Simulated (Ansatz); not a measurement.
**GaNH₂+ (doublet): the correlation ladder, cc-pVTZ**

Aim: climb from Hartree-Fock through coupled cluster and multireference methods for GaNH₂+ (doublet) at one geometry and basis, and see what each rung misses.

Program: Ansatz 0.2.0, Gaussian basis. Level of theory: cc-pVTZ, core rule «outside noble gas», up to 15 orbitals frozen. These are calculated values, not measurements.

To be run: UHF; CCSD(T) on ROHF; CCSD(T) on UHF; BCCD(T) on ROHF; CCSDT(Q) on ROHF; CCSDT(Q) on UHF; CASSCF and MRCISD+Q, 9 electrons in 10 orbitals; CASSCF and NEVPT2, 9 electrons in 10 orbitals.

7 further runs of the same task are left out: 4 for a known fault of the program, 3 set aside as unsound or not needed.

### 1 The geometry

The geometry is a PBE0/def2-TZVP stationary point (not a proven minimum) of the parent state, kept for this charge and spin. No spin-orbit coupling is included. The filled d shell of Ga may be among the frozen orbitals whatever the setting's name suggests; the logs give the count.

4 atoms, charge 1, spin multiplicity 2.

Atoms are counted from 1 here; the program's logs count them from 0.

Bond lengths: N1–Ga2 1.870 Å, N1–H3 1.011 Å, N1–H4 1.011 Å. Angles: Ga2–N1–H3 125.2°, Ga2–N1–H4 125.2°, H3–N1–H4 109.5°.

### 2 UHF

in.yaml reads:

```yaml
crystal:
  periodic: [false, false, false]
  atoms:
    - {symbol: N, position_ang: [0.000000, 0.000000, 1.506801]}
    - {symbol: Ga, position_ang: [0.000000, 0.000000, -0.363134]}
    - {symbol: H, position_ang: [0.000000, 0.825767, 2.090162]}
    - {symbol: H, position_ang: [0.000000, -0.825767, 2.090162]}
basis:
  gaussian: {orbitals: cc-pVTZ}
total_charge: 1
magnetization: {spin_polarized: true, initial_magnetization: 1}
hamiltonian: {xc: hf}
output: {orbitals: {seedname: orbitals}}
```

Run with:

```bash
$ ansatz run in.yaml --threads 1 --pin off --events-out ev --progress --plain --max-ram 4096MiB --backend cpu
```

After this run come: CCSD(T) on ROHF; CCSD(T) on UHF; BCCD(T) on ROHF; CCSDT(Q) on ROHF; CCSDT(Q) on UHF; CASSCF and MRCISD+Q, 9 electrons in 10 orbitals; CASSCF and NEVPT2, 9 electrons in 10 orbitals.

**Question.** What will the summary of the whole plan be? Wanted: UCCSDT(Q) below the RHF energy; RMP2 from UCCSDT(Q); UMP2 from UCCSDT(Q); RCCSD from UCCSDT(Q); RCCSD(T) from UCCSDT(Q); UCCSD(T) from UCCSDT(Q); RCCSDT(Q) from UCCSDT(Q); NEVPT2 valence from UCCSDT(Q); MRCISD+Q valence from UCCSDT(Q).

The runs gave:

| quantity | value |
| --- | --- |
| UCCSDT(Q) below the RHF energy | -7.4663 eV |
| RMP2 from UCCSDT(Q) | +59.7 kJ/mol |
| UMP2 from UCCSDT(Q) | +59.9 kJ/mol |
| RCCSD from UCCSDT(Q) | +33.2 kJ/mol |
| RCCSD(T) from UCCSDT(Q) | +4.2 kJ/mol |
| UCCSD(T) from UCCSDT(Q) | +3.2 kJ/mol |
| RCCSDT(Q) from UCCSDT(Q) | +1.4 kJ/mol |
| NEVPT2 valence from UCCSDT(Q) | +131.8 kJ/mol |
| MRCISD+Q valence from UCCSDT(Q) | +55.0 kJ/mol |
| levels within 1 kcal/mol (43 meV) | UCCSD(T), RCCSDT, UCCSDT, RCCSDT(Q) |
| T1 diagnostic | 0.026 |
| effectively unpaired electrons | 1.07 |

What this shows: RCCSD(T) misses by +4.2 kJ/mol, 0.6 % of the correlation energy. One determinant dominates. Of the multireference levels listed MRCISD+Q valence comes nearest in total energy (+55.0 kJ/mol), which doesn't show that its space is the better one. Coupled cluster took another determinant than the lowest Hartree-Fock one. These misses are within one basis, not against nature; the frozen cores of restricted and unrestricted runs differ, which can shift their rows.
